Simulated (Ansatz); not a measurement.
**RbLa2: what a guessed cell relaxes into**

Aim: relax a trial structure of RbLa2 and see where it ends.

Program: Ansatz 0.2.0. Level of theory: DFT PBE, scalar-relativistic, plane waves, PAW. These are calculated values, not measurements.

## (1) Starting point

Symmetry: P4/mmm, No. 123, tetragonal system. The conventional cell has a = 3.624 Å, b = 3.624 Å, c = 7.477 Å, α = 90.00°, β = 90.00°, γ = 90.00°. Around Rb (site symmetry 4/mmm) lie 8 La at 3.38 Å and 4 Rb at 3.62 Å. Around La (site symmetry 4mm) lie 1 La at 3.07 Å and 4 Rb at 3.38 Å.

As a file:

```cif
data_structure
_symmetry_space_group_name_H-M 'P4/mmm'
_symmetry_Int_Tables_number 123
_cell_length_a 3.6239
_cell_length_b 3.6239
_cell_length_c 7.4770
_cell_angle_alpha 90.000
_cell_angle_beta 90.000
_cell_angle_gamma 90.000
_cell_volume 98.19
loop_
_atom_site_label
_atom_site_type_symbol
_atom_site_symmetry_multiplicity
_atom_site_Wyckoff_symbol
_atom_site_fract_x
_atom_site_fract_y
_atom_site_fract_z
_atom_site_occupancy
Rb1 Rb 1 a 0.00000 0.00000 0.00000 1
La1 La 2 h 0.50000 0.50000 0.29500 1
```

Recipe of the guess: species swapped into a database cell of Ga2Cu (P4/mmm, No. 123), with La on the Ga sites and Rb on the Cu sites. Its size is a rough estimate.

## (2) Probe: one point on a coarse mesh

Input file input.yaml:

```yaml
crystal:
  lattice:
    - [3.62389546, 0.0, 0.0]
    - [0.0, 3.62389546, 0.0]
    - [0.0, 0.0, 7.47700599]
  atoms:
    - { symbol: Rb, position: [0.0, 0.0, 0.0] }
    - { symbol: La, position: [0.5, 0.5, 0.29499999] }
    - { symbol: La, position: [0.5, 0.5, 0.70500001] }
basis:
  ecutwfc: 420
kpoints:
  mp_grid: { grid: [6, 6, 4] }
hamiltonian:
  xc: pbe
scf:
  occupations: { method: gaussian, width: 0.1 }
  lower_state_search: "off"
output:
  forces: true
  stress: true
  eigenvalues: true
```

The run is started by

```
$ ansatz run input.yaml --threads 1 --pin off --max-ram 2560MiB --backend cpu --events-out ev --progress --plain --runs-dir out
```

Further runs follow: a loose first relaxation; final relaxation; second relaxation, mesh chosen anew.

**Question.** What will these runs give? Wanted: conventional cell; volume; energy over the elements; gap on the mesh.

**Answer**, as computed:

| quantity | value |
| --- | --- |
| symmetry at the end (tolerance 0.05 Å) | space group P4/mmm (No. 123) |
| conventional cell | a = 3.574 Å, b = 3.574 Å, c = 10.706 Å, α = 90.00°, β = 90.00°, γ = 90.00° |
| volume | 45.59 Å³/atom |
| energy over the elements | +0.55 eV/atom |
| gap on the mesh | none (metal) |

In words: The space group P4/mmm (No. 123) is kept, and the volume per atom grows by 39.3 % from the first guess. With a positive formation energy it can't be a ground state. No finished test with a distortion of lower symmetry is shown, so the end may be a saddle point. Spin-orbit coupling is left out for La.
